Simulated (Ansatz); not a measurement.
# C₆H₁₅ClO₃Zr: basis-set convergence

How large a basis does C₆H₁₅ClO₃Zr need? Two functionals are run in growing sets.

Computed with Ansatz 0.2.0, Gaussian basis. Level: one geometry, several basis sets.

Plan: PBE0-D4/def2-SVP; ωB97M-V/def2-SVP; PBE0-D4/def2-QZVPP; ωB97M-V/def2-QZVPP; the functionals' def2-TZVPP values are taken from earlier runs.

### 1 Structure used throughout

The geometry comes from an earlier relaxation with PBE0-D4 in a triple-zeta def2 set; it is a stationary point, not always the lowest conformer. Zr takes the def2 core potential; no spin-orbit term is included.

SMILES `CC[O][Zr]([Cl])([O]CC)[O]CC`, 26 atoms, charge 0, spin multiplicity 1.

Atoms are counted from 1 here; the program's logs count them from 0.

Bond lengths: C1–C2 1.513 Å, C1–H12 1.092 Å, C1–H13 1.093 Å, C1–H14 1.093 Å, C2–O3 1.394 Å, C2–H15 1.097 Å, C2–H16 1.097 Å, O3–Zr4 1.911 Å, Zr4–Cl5 2.393 Å, Zr4–O6 1.909 Å, Zr4–O9 1.908 Å, O6–C7 1.394 Å, C7–C8 1.513 Å, C7–H17 1.097 Å, C7–H18 1.097 Å, C8–H19 1.093 Å, C8–H20 1.092 Å, C8–H21 1.093 Å and more. Angles: C2–C1–H12 110.6°, C2–C1–H13 110.7°, C2–C1–H14 110.5°, H12–C1–H13 108.3°, H12–C1–H14 108.4°, H13–C1–H14 108.3°, C1–C2–O3 111.6°, C1–C2–H15 110.2°, C1–C2–H16 110.2°, O3–C2–H15 108.6°, O3–C2–H16 109.0°, H15–C2–H16 107.1°, C2–O3–Zr4 168.9°, O3–Zr4–Cl5 109.8°, O3–Zr4–O6 109.3°, O3–Zr4–O9 109.8°, Cl5–Zr4–O6 109.4°, Cl5–Zr4–O9 109.5° and more.

### 2 PBE0-D4 in def2-SVP

File in.yaml:

```yaml
crystal:
  periodic: [false, false, false]
  atoms:
    - {symbol: C, position_ang: [-1.720549, 0.217971, 3.435336]}
    - {symbol: C, position_ang: [-2.128411, -0.855547, 2.450689]}
    - {symbol: O, position_ang: [-1.140863, -1.072994, 1.490671]}
    - {symbol: Zr, position_ang: [0.331650, -1.036009, 0.272812]}
    - {symbol: Cl, position_ang: [1.521745, -3.110088, 0.374784]}
    - {symbol: O, position_ang: [1.505505, 0.394031, 0.744779]}
    - {symbol: C, position_ang: [2.251278, 1.565410, 0.870958]}
    - {symbol: C, position_ang: [2.264209, 2.357850, -0.417513]}
    - {symbol: O, position_ang: [-0.306893, -0.756496, -1.503150]}
    - {symbol: C, position_ang: [-0.797861, -0.530343, -2.788971]}
    - {symbol: C, position_ang: [-0.387779, -1.638462, -3.732733]}
    - {symbol: H, position_ang: [-0.802506, -0.065722, 3.954721]}
    - {symbol: H, position_ang: [-1.545710, 1.166230, 2.921519]}
    - {symbol: H, position_ang: [-2.504933, 0.370558, 4.180955]}
    - {symbol: H, position_ang: [-2.318415, -1.798967, 2.976613]}
    - {symbol: H, position_ang: [-3.060684, -0.573136, 1.945860]}
    - {symbol: H, position_ang: [3.274384, 1.298978, 1.162248]}
    - {symbol: H, position_ang: [1.830034, 2.169499, 1.684279]}
    - {symbol: H, position_ang: [1.249283, 2.641366, -0.706096]}
    - {symbol: H, position_ang: [2.699534, 1.767615, -1.226993]}
    - {symbol: H, position_ang: [2.855493, 3.269410, -0.299817]}
    - {symbol: H, position_ang: [-1.891467, -0.454544, -2.745470]}
    - {symbol: H, position_ang: [-0.418785, 0.434229, -3.149406]}
    - {symbol: H, position_ang: [-0.773477, -2.599823, -3.387282]}
    - {symbol: H, position_ang: [-0.779107, -1.448233, -4.735328]}
    - {symbol: H, position_ang: [0.700227, -1.708885, -3.793470]}
basis:
  gaussian: {orbitals: def2-SVP}
hamiltonian: {xc: pbe0, dispersion: d4}
output: {orbitals: {seedname: orbitals}}
```

The run is started by

```console
> ansatz run in.yaml --threads 11 --pin off --events-out ev --progress --plain --max-ram 120832MiB --backend cpu
```

After this run come: ωB97M-V in def2-SVP; PBE0-D4 in def2-QZVPP; ωB97M-V in def2-QZVPP.

Q: Predict the results of all the runs planned. Wanted: PBE0-D4: double and triple zeta above quadruple; ωB97M-V: double and triple zeta above quadruple.

**Answer**, as computed:

| quantity | value |
| --- | --- |
| PBE0-D4: double and triple zeta above quadruple | 19.89, 1.15 eV |
| ωB97M-V: double and triple zeta above quadruple | 20.40, 1.11 eV |

**Reading.** For PBE0-D4 the step from double to triple zeta gains 18.74 eV and the next only 1.15 eV. Total energies overstate the basis error of differences, where much of it tends to cancel. The LUMO of ωB97M-V is positive and keeps falling with the basis (1.35 to 0.76 eV): an unbound level that the basis holds in place.
